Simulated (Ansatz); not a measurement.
**CH₆FNSi: small, medium and large basis sets**

One table from this session's results is given with a row withheld; the runs are named, their logs left out.

The runs use Ansatz 0.2.0, Gaussian basis; one geometry, several basis sets.

Levels to be run: PBE0-D4/def2-SVP; ωB97M-V/def2-SVP; PBE0-D4/def2-QZVPP; ωB97M-V/def2-QZVPP; the functionals' def2-TZVPP values are taken from earlier runs.

## Structure used throughout

All runs share one geometry, relaxed beforehand with PBE0-D4 in a triple-zeta def2 set.

SMILES `N[SiH2]CF`, 10 atoms, charge 0, spin multiplicity 1.

Atoms are counted from 1 here; the program's logs count them from 0.

Bond lengths: N1–Si2 1.717 Å, N1–H5 1.007 Å, N1–H6 1.008 Å, Si2–C3 1.890 Å, Si2–H7 1.493 Å, Si2–H8 1.488 Å, C3–F4 1.398 Å, C3–H9 1.095 Å, C3–H10 1.095 Å. Angles: Si2–N1–H5 120.0°, Si2–N1–H6 118.6°, H5–N1–H6 110.7°, N1–Si2–C3 107.5°, N1–Si2–H7 115.8°, N1–Si2–H8 108.3°, C3–Si2–H7 107.4°, C3–Si2–H8 109.5°, H7–Si2–H8 108.1°, Si2–C3–F4 109.1°, Si2–C3–H9 112.2°, Si2–C3–H10 111.5°, F4–C3–H9 108.0°, F4–C3–H10 107.8°, H9–C3–H10 108.2°.

The first run:

in.yaml

```yaml
crystal:
  periodic: [false, false, false]
  atoms:
    - {symbol: N, position_ang: [-1.097799, 1.172968, 0.031154]}
    - {symbol: Si, position_ang: [0.084028, 0.168477, -0.704877]}
    - {symbol: C, position_ang: [0.861241, -0.887354, 0.656328]}
    - {symbol: F, position_ang: [-0.139250, -1.643728, 1.274894]}
    - {symbol: H, position_ang: [-1.469831, 1.963522, -0.469698]}
    - {symbol: H, position_ang: [-1.810517, 0.743138, 0.600447]}
    - {symbol: H, position_ang: [-0.417935, -0.762042, -1.758865]}
    - {symbol: H, position_ang: [1.125022, 1.039381, -1.314420]}
    - {symbol: H, position_ang: [1.614360, -1.578719, 0.263671]}
    - {symbol: H, position_ang: [1.333882, -0.266742, 1.424366]}
basis:
  gaussian: {orbitals: def2-SVP}
hamiltonian: {xc: pbe0, dispersion: d4}
output: {orbitals: {seedname: orbitals}}
```

The run is started by

```
> ansatz run in.yaml --threads 2 --pin off --events-out ev --progress --plain --max-ram 4352MiB
```

Among the steps run: PBE0-D4 in def2-SVP; ωB97M-V in def2-SVP; PBE0-D4 in def2-QZVPP; ωB97M-V in def2-QZVPP.

One of the session's tables, all rows but one given; the rest of the session is left out.

It belongs to the step «Functionals by basis». 

| functional | basis | HOMO (eV) | LUMO (eV) |
| --- | --- | --- | --- |
| PBE0-D4 | def2-SVP | -7.25 | 1.04 |
| PBE0-D4 | def2-TZVPP | ? | ? |
| PBE0-D4 | def2-QZVPP | -7.52 | 0.15 |
| ωB97M-V | def2-SVP | -9.59 | 2.87 |
| ωB97M-V | def2-TZVPP | -9.84 | 1.92 |
| ωB97M-V | def2-QZVPP | -9.88 | 1.51 |

Estimate the missing values for PBE0-D4, def2-TZVPP.

**Answer.** HOMO (eV): -7.48; LUMO (eV): 0.36. In the column «HOMO (eV)» it lies between PBE0-D4, def2-QZVPP (-7.52) and PBE0-D4, def2-SVP (-7.25).
